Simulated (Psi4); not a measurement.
**TPSS/def2-SVPD (core potential) run of SnH3OF (SMILES [OH][SnH2][F])**

What is the energy change on altering one bond length of SnH3OF at TPSS/def2-SVPD (core potential)? 

Program for the calculation: Psi4 1.11.

**1. The system as given**

SnH3OF: 6 atoms, total charge 0, spin state singlet. As SMILES, `[OH][SnH2][F]`. The shape is that of a PBE0-D4/def2-TZVP optimisation. This is one conformer, not always the lowest.

Bond lengths: O1–Sn2 1.948 Å, Sn2–F3 1.922 Å, O1–H4 0.960 Å, Sn2–H5 1.701 Å, Sn2–H6 1.692 Å. Angles: O1–Sn2–F3 105.3°, O1–Sn2–H5 111.8°, O1–Sn2–H6 106.0°, F3–Sn2–H5 104.3°, F3–Sn2–H6 107.5°, Sn2–O1–H4 114.0°, H5–Sn2–H6 120.8°.

**2. Energy and gradient at TPSS/def2-SVPD (core potential)**

Contents of fh3osn.py:

```python
import psi4

psi4.set_memory('2200 MB')
psi4.set_num_threads(1)
psi4.set_output_file('output.dat', False)

mol = psi4.geometry("""
0 1
O     -2.67282863    -0.62927880    -0.80313360
Sn     0.57126421     0.48358092     0.53611530
F      2.66281308    -2.48517883     0.57088626
H     -2.58627917    -1.29578520    -2.48820239
H      2.07132881     2.48895828    -1.47795480
H      0.03307021     1.31657219     3.57517286
units bohr
symmetry c1
no_reorient
no_com
""")

psi4.set_options({
    'basis': 'def2-SVPD',
    'puream': True,
    'e_convergence': 1e-09,
    'd_convergence': 1e-08,
    'scf_type': 'pk',
    'dft_radial_points': 99,
    'dft_spherical_points': 590,
})

energy_value, wavefunction = psi4.gradient("tpss", return_wfn=True)
psi4.oeprop(wavefunction, "WIBERG_LOWDIN_INDICES", "DIPOLE", "QUADRUPOLE")
print('gradient / Eh bohr^-1')
print(energy_value.np.round(6))
print(f'energy = {wavefunction.energy():.10f} Eh')
```

The run is started by

```
$ python fh3osn.py
```

output.dat:

```text
[...]
    !!!  WARNING: ECP capability is in beta. Please check occupations closely.  !!!
[...]
  Running in c1 symmetry.
[...]
  Nuclear repulsion =  145.590402903638193
[...]
  Multiplicity = 1
[...]
  Nalpha       = 21
  Nbeta        = 21
[...]
    Number of basis functions: 102
[...]
   @RKS iter   1:  -390.58336988444432   -1.03265e+00   9.79170e-03 ADIIS/DIIS
[...]
   @RKS iter  12:  -390.99833901360256   -1.58025e-11   4.74809e-09 DIIS
[...]
    Orbital Energies [Eh]
    ---------------------
    Doubly Occupied:
       1A    -24.385076     2A    -18.909210     3A     -4.968093
       4A     -3.342379     5A     -3.340361     6A     -3.337783
       7A     -1.057327     8A     -1.000756     9A     -0.984202
      10A     -0.983018    11A     -0.982038    12A     -0.961472
      13A     -0.891501    14A     -0.508214    15A     -0.424282
      16A     -0.362244    17A     -0.357195    18A     -0.335902
      19A     -0.312870    20A     -0.299990    21A     -0.277205
[...]
  @RKS Final Energy:  -390.99833901360256
   => Energetics <=
    Nuclear Repulsion Energy =            145.5904029036381928
    One-Electron Energy =                -911.1109575026587208
    Two-Electron Energy =                 412.6816152314510759
    DFT Exchange-Correlation Energy =     -38.1593996460330587
    Empirical Dispersion Energy =           0.0000000000000000
    VV10 Nonlocal Energy =                  0.0000000000000000
    Total Energy =                       -390.9983390136025605
[...]
  -Total Gradient:
     Atom            X                  Y                   Z
    ------   -----------------  -----------------  -----------------
       1        0.019858291315     0.002077402643    -0.003457252617
       2       -0.005213688703    -0.022203542902    -0.006518688566
       3       -0.014101262991     0.019288164229    -0.000522306482
       4        0.000416102246     0.004657245233     0.011765802474
       5       -0.001914787946    -0.002693339167     0.002128435615
       6        0.000850383311    -0.001191307209    -0.003487460171
[...]
 Multipole Moments:
 ------------------------------------------------------------------------------------
     Multipole            Electronic (a.u.)      Nuclear  (a.u.)        Total (a.u.)
 ------------------------------------------------------------------------------------
 L = 1.  Multiply by 2.5417464519 to convert [e a0] to [Debye]
 Dipole X            :        -14.6914391           14.6686211           -0.0228180
 Dipole Y            :         15.1341565          -14.2523144            0.8818421
 Dipole Z            :        -10.3523130           10.1164598           -0.2358532
 Magnitude           :                                                    0.9131226
 L = 2.  Multiply by 1.3450342976 to convert [e a0^2] to [Debye ang]
 Quadrupole XX       :       -170.0442993          139.1271427          -30.9171566
 Quadrupole XY       :         33.9111075          -31.4746581            2.4364494
[...]
```

The script printed:

```text
gradient / Eh bohr^-1
[[ 0.019858  0.002077 -0.003457]
 [-0.005214 -0.022204 -0.006519]
 [-0.014101  0.019288 -0.000522]
 [ 0.000416  0.004657  0.011766]
 [-0.001915 -0.002693  0.002128]
 [ 0.00085  -0.001191 -0.003487]]
energy = -390.9983390136 Eh
```

Wall time 41 s (1 thread of INTEL XEON PLATINUM 8581C at 2.10GHz (Emerald Rapids), shared host); peak memory 1.2 GiB.

**3. The distorted shape: a single-point energy at TPSS/def2-SVPD (core potential)**

Contents of fh3osn.json:

```json
{
 "schema_name": "qcschema_input",
 "schema_version": 1,
 "molecule": {
  "schema_name": "qcschema_molecule",
  "schema_version": 2,
  "symbols": ["O", "Sn", "F", "H", "H", "H"],
  "geometry": [-2.24227154, -1.2956756, -3.23439287, 1.0018213, -0.18281588, -1.89514397, 3.09337017, -3.15157563, -1.86037301, -2.15572208, -1.962182, -4.91946166, 2.5018859, 1.82256148, -3.90921407, 0.03307021, 1.31657219, 3.57517286],
  "molecular_charge": 0,
  "molecular_multiplicity": 1,
  "fix_symmetry": "c1"
 },
 "driver": "energy",
 "model": {
  "method": "tpss",
  "basis": "def2-SVPD"
 },
 "keywords": {
  "puream": true,
  "e_convergence": 1e-09,
  "d_convergence": 1e-08,
  "scf_type": "pk",
  "dft_radial_points": 99,
  "dft_spherical_points": 590,
  "scf_properties": ["DIPOLE", "MAYER_INDICES", "QUADRUPOLE"]
 }
}
```

The run is started by

```
$ psi4 --qcschema fh3osn.json -n 1 --memory 2200MB
```

stdout:

```text
[...]
    !!!  WARNING: ECP capability is in beta. Please check occupations closely.  !!!
[...]
  Running in c1 symmetry.
[...]
  Nuclear repulsion =  141.578661600997748
[...]
  Multiplicity = 1
[...]
  Nalpha       = 21
  Nbeta        = 21
[...]
    Number of basis functions: 102
[...]
   @RKS iter   1:  -390.07532783376257   -6.19086e-01   1.09511e-02 ADIIS/DIIS
[...]
   @RKS iter  17:  -390.88685499449082   -4.88853e-12   2.92595e-09 DIIS
[...]
    Orbital Energies [Eh]
    ---------------------
    Doubly Occupied:
       1A    -24.403508     2A    -18.922389     3A     -4.988396
       4A     -3.362090     5A     -3.360566     6A     -3.358390
       7A     -1.074450     8A     -1.018512     9A     -1.003458
      10A     -1.002034    11A     -1.001040    12A     -0.979226
      13A     -0.905258    14A     -0.508960    15A     -0.436763
      16A     -0.378395    17A     -0.354656    18A     -0.346120
      19A     -0.314711    20A     -0.291066    21A     -0.250884
[...]
  @RKS Final Energy:  -390.88685499449082
   => Energetics <=
    Nuclear Repulsion Energy =            141.5786616009977479
    One-Electron Energy =                -902.4799300145184588
    Two-Electron Energy =                 408.0326640312758286
    DFT Exchange-Correlation Energy =     -38.0182506122459358
    Empirical Dispersion Energy =           0.0000000000000000
    VV10 Nonlocal Energy =                  0.0000000000000000
    Total Energy =                       -390.8868549944908182
[...]
 Multipole Moments:
 ------------------------------------------------------------------------------------
     Multipole            Electronic (a.u.)      Nuclear  (a.u.)        Total (a.u.)
 ------------------------------------------------------------------------------------
 L = 1.  Multiply by 2.5417464519 to convert [e a0] to [Debye]
 Dipole X            :          5.8955442           -5.8189227            0.0766215
 Dipole Y            :         15.3009724          -14.6241482            0.6768242
 Dipole Z            :          3.7328879           -4.5634321           -0.8305443
 Magnitude           :                                                    1.0741348
 L = 2.  Multiply by 1.3450342976 to convert [e a0^2] to [Debye ang]
 Quadrupole XX       :       -166.3589006          135.2635067          -31.0953939
 Quadrupole XY       :         27.7927313          -25.6746408            2.1180904
[...]
```

The result, in JSON:

```text
{
 "driver": "energy",
 "model": {
  "method": "tpss",
  "basis": "def2-SVPD"
 },
 "success": true,
 "return_result": -390.8868549944908,
 "properties": {
  "calcinfo_nbasis": 102,
  "calcinfo_nmo": 102,
  "calcinfo_nalpha": 21,
  "calcinfo_nbeta": 21,
  "calcinfo_natom": 6,
  "nuclear_repulsion_energy": 141.57866160099775,
  "return_energy": -390.8868549944908,
  "scf_one_electron_energy": -902.4799300145185,
  "scf_two_electron_energy": 408.03266403127583,
  "scf_xc_energy": -38.018250612245936,
  "scf_dipole_moment": [0.07662145382764862, 0.6768241969137527, -0.8305442608884133],
  "scf_total_energy": -390.8868549944908,
  "scf_iterations": 17
 }
}
```

It took 42 s on 1 thread of INTEL XEON PLATINUM 8581C at 2.10GHz (Emerald Rapids), shared host; peak memory 1.1 GiB.

**4. What came out**

Level: TPSS/def2-SVPD (core potential).

```
                                                          quantity          value
                                         first shape: total energy  -390.99834 Eh
                                        first shape: dipole moment         2.32 D
                                          first shape: HOMO energy       -7.54 eV
                                          first shape: LUMO energy       -1.51 eV
                                        first shape: HOMO–LUMO gap        6.03 eV
                             first shape: largest force on an atom     1.229 eV/Å
                                     distorted shape: total energy  -390.88685 Eh
                                    distorted shape: dipole moment         2.73 D
                                      distorted shape: HOMO energy       -6.83 eV
                                      distorted shape: LUMO energy       -4.83 eV
                                    distorted shape: HOMO–LUMO gap        1.99 eV
energy change with the Sn2–H6 bond stretched from 1.692 to 3.045 Å       3.034 eV
```

What this shows: One bond (distorted shape) is far stretched, which a spin-restricted single reference describes badly; a broken-symmetry solution may lie lower. With the Sn2–H6 bond stretched from 1.692 to 3.045 Å the energy rises by 3.03 eV (70 kcal/mol). The first shape isn't relaxed at this level, so the change isn't measured from a minimum. A restricted reference can't describe the breaking bond well at this length. The largest force (first shape) is 1.23 eV/Å: the shape isn't a stationary point for this species at this level.
